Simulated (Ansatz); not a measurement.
Below is the output of a Python script on the Ansatz DFT code, driven from Python that makes an all-electron LAPW single point of Sn2Pt, space group Fm-3m. Write a script that gives it. Settings: LDA, LAPW, the default cutoff (305 eV here), 6×6×6 k-points, Fermi-Dirac smearing of 0.05 eV.

```
Sn Pt
1.0
     0.00000    3.21250    3.21250
     3.21250    0.00000    3.21250
     3.21250    3.21250    0.00000
Sn Pt
2 1
Cartesian
  1.6062 1.6062 1.6062
  4.8187 4.8187 4.8187
  0.0000 0.0000 0.0000
```

Running `python lapw_sn2pt.py` prints:
```text
density residual by iteration (eV): 2.7e-01 5.1e-02 8.3e-03 2.9e-03 4.8e-04 2.0e-05 6.7e-07 5.1e-08
Sn2Pt: -836570.682373 eV = -61486.811614 Ry = -30743.405807 Ha
Fermi level 17.8667 eV, 16 k-points, 48 symmetry operations
stress xx yy zz yz xz xy (GPa, compression positive): -0.757 -0.757 -0.757 -0.000 -0.000 -0.000
P = -7.57 kbar
principal stresses (GPa, compression positive): [-0.757 -0.757 -0.757]
mean -0.757 GPa, von Mises 0.000 GPa, PV = -0.3133 eV
g(E_F) = 0.881 states/eV per cell
bare Sommerfeld coefficient 0.69 mJ/(mol of atoms K^2)
states between -10 and -6 eV: 3.505
states between -6 and -3 eV: 9.547
states between -3 and 0 eV: 4.210
states between 0 and 3 eV: 3.865
estimated basis error 0.084 meV/atom, target 0.250
  Sn muffin-tin radius 1.384 A, core shells 6
  Pt muffin-tin radius 1.398 A, core shells 8
```

One script that gives this output:

`lapw_sn2pt.py`:
```python
"""All-electron LAPW single point of Sn2Pt."""

import warnings

import ansatz
import numpy as np

FUNCTIONAL = "lda"
KSPACING = 0.32
SMEARING = "fermi_dirac"
SIGMA = 0.05
TOLERANCE = 1e-07

warnings.simplefilter("ignore", ansatz.DeckWarning)

structure = (
    ansatz.Lattice.fcc(6.425)
    .space_group(225)
    .atom("Sn", (0.25, 0.75, 0.75))
    .atom("Pt", (0.0, 0.0, 0.0))
    .primitive()
)

model = structure.calculation()
model = model.functional(FUNCTIONAL)
model = model.kpoints(spacing=KSPACING)
model = model.occupations(SMEARING, width=SIGMA)
model = model.scf(tolerance=TOLERANCE)
model = model.pseudopotentials("all_electron", lapw=True).stress()
model = model.density_of_states(energy_step=0.1)
history = []
out = model.session().plan().execute(on_event=lambda event: history.append(event["data"]["dr2_ev"]) if event["event"] == "scf_iter" else None)
r = out.report
print("density residual by iteration (eV):", " ".join(f"{value:.1e}" for value in history[:40]))

energy = r["free_energy_ev"]
print("Sn2Pt: {:.6f} eV = {:.6f} Ry = {:.6f} Ha".format(energy, energy / 13.605693, energy / 27.211386))
print("Fermi level {:.4f} eV, {} k-points, {} symmetry operations".format(r["fermi_energy_ev"], r["n_kpoints"], r["n_symmetry_ops"]))

# pressure is a third of the trace
sigma = r["stress_gpa"]
voigt = [sigma[0][0], sigma[1][1], sigma[2][2], sigma[1][2], sigma[0][2], sigma[0][1]]
print("stress xx yy zz yz xz xy (GPa, compression positive):", " ".join(f"{s:.3f}" for s in voigt))
print("P =", round(10 * float(np.mean(voigt[:3])), 2), "kbar")

# principal values and the von Mises stress of the deviator
principal = np.linalg.eigvalsh(np.array(r["stress_gpa"]))
mises = np.sqrt(0.5 * sum((principal[i] - principal[i - 1]) ** 2 for i in range(3)))
print("principal stresses (GPa, compression positive):", np.round(principal, 3))
print(f"mean {principal.mean():.3f} GPa, von Mises {mises:.3f} GPa, PV = {principal.mean() * r['setup']['cell_volume_ang3'] / 160.21766:.4f} eV")

dos = out.density_of_states()
energy = np.asarray(dos.energies_ev) - dos.fermi_ev
states, count = np.asarray(dos.spin_summed_g_bin_mean_per_ev), np.asarray(dos.spin_summed_integrated)
g_fermi = float(np.interp(0.0, energy, states))
print(f"g(E_F) = {g_fermi:.3f} states/eV per cell")
# Sommerfeld coefficient of bare band electrons: pi^2 k_B^2 g / 3
gamma = np.pi ** 2 / 3 * 8.617333e-5 ** 2 * g_fermi * 96485.33e3 / len(out.lattice.sites)
print(f"bare Sommerfeld coefficient {gamma:.2f} mJ/(mol of atoms K^2)")
for low, high in ((-10, -6), (-6, -3), (-3, 0), (0, 3)):
    print(f"states between {low} and {high} eV: {np.interp(high, energy, count) - np.interp(low, energy, count):.3f}")

errors = r["lapw_basis_errors"]
print(f"estimated basis error {1000 * errors['total_ev_per_atom']:.3f} meV/atom, target {1000 * errors['basis_error_target_ev_per_atom']:.3f}")
for sphere in errors["spheres"]:
    print(f"  {sphere['species']:2s} muffin-tin radius {sphere['muffin_tin_radius_ang']:.3f} A, core shells {sphere['core_shells']}")
```

Notes:
- All-electron totals depend on functional, relativistic treatment and basis; only differences at equal settings carry meaning.
- The mesh is modest for a metal, so energies can be off by several to tens of meV an atom and pressures by half a GPa or more; differences at equal mesh fare better.
- The zero of the levels is a convention of the potentials, so an absolute Fermi energy is no work function.
- Of the deposited cell: the entry's cell lengths or inner coordinates differ somewhat from later room-temperature determinations.
- Spin-orbit coupling, which matters for elements this heavy, is left out.
- The starting cell is as deposited in a crystallographic database; the results hold for this polymorph, which needn't be the stable one.
- The computed bands are complete only to about 7.7 eV above the Fermi level; beyond that the density of states is undercounted.
- Hardware and time: 13 s on 1 thread of Intel(R) Xeon(R) Platinum 8488C (Sapphire Rapids), with other jobs on the host, peak memory 0.52 GiB.

(Lines on the test bed's own set-up are left out of the output.)
